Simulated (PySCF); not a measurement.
# C₃H₁₁GeNSe: electronic excitations

Wanted: the electronic excitations of C₃H₁₁GeNSe (`CC[Se][Ge@@H]([CH3])[NH2]`), by calculation.

Computed with PySCF 2.14.0, with density-fitted response routines of our own, on a single molecule in the gas phase. Atoms count from 0, in the outputs and in this text.

## 1. The molecule as given

17 atoms, charge 0, multiplicity 1; geometry from: GFN2-xTB.

Bonds of the start (Å): C0–C1 1.51, C1–Se2 1.98, Se2–Ge3 2.39, Ge3–C4 1.97, Ge3–N5 1.82, C0–H6 1.09, C0–H7 1.09, C0–H8 1.09, C1–H9 1.09, C1–H10 1.09, Ge3–H11 1.52, C4–H12 1.09, C4–H13 1.09, C4–H14 1.09, N5–H15 1.01, N5–H16 1.01.

## 2. Ultraviolet spectrum: wB97X-D/def2-SVPD

What the job is given:

```
{"job": {"kind": "uv", "xc": "wB97X-D", "basis": "def2-SVPD", "nstates": 8, "ntriplets": 3}, "charge": 0, "multiplicity": 1}
C      2.562594     0.529271    -0.171680
C      2.093623    -0.860913     0.200712
Se     0.533754    -0.844072     1.418764
Ge    -1.088465    -0.052638    -0.154803
C     -2.821678    -0.973393     0.055724
N     -1.411736     1.738019    -0.053737
H      3.450245     0.464529    -0.799358
H      2.808665     1.101887     0.720371
H      1.786820     1.059961    -0.725064
H      2.867088    -1.406770     0.742616
H      1.803052    -1.433056    -0.681604
H     -0.455737    -0.241410    -1.528054
H     -3.576719    -0.469134    -0.538930
H     -2.751936    -2.008144    -0.264999
H     -3.128373    -0.960663     1.098424
H     -0.608890     2.348651     0.011263
H     -2.069304     2.019904     0.660446
```

With the program's defaults for keys left out, this is: TDDFT wB97X-D/def2-SVPD, vertical, gas phase, core orbitals frozen in the response.

On the command line:

```sh
$ OMP_NUM_THREADS=1 python probes_run.py task.json out
```

The driver reads the jobs from task.json and runs them one after another.

What will the session give for the following? lowest singlet (wB97X-D/def2-SVPD); brightest single state of those computed; lowest triplet; surface potential, 1st and 99th percentile. Wanted: lowest singlet; brightest single state of those computed; lowest triplet; surface potential, 1st and 99th percentile.

**Answer**, as computed:

```
                                quantity                        value
      lowest singlet (wB97X-D/def2-SVPD)  4.88 eV (254 nm), f = 0.001
brightest single state of those computed  state 6, 6.68 eV, f = 0.110
                          lowest triplet                      4.52 eV
   surface potential, 1st and 99th percentile           -1.27 V and 1.40 V
```

What this shows: The lowest singlet, at 4.88 eV, is HOMO→LUMO 0.76, HOMO→LUMO+1 0.09 and is weak; of the 8 states computed, the strongest absorption comes from state 6 at 6.68 eV (the last state computed is bright too, and its partners may lie past the list). The lowest triplet lies 0.35 eV below the lowest singlet (triplets in Tamm-Dancoff, singlets in full TDDFT).
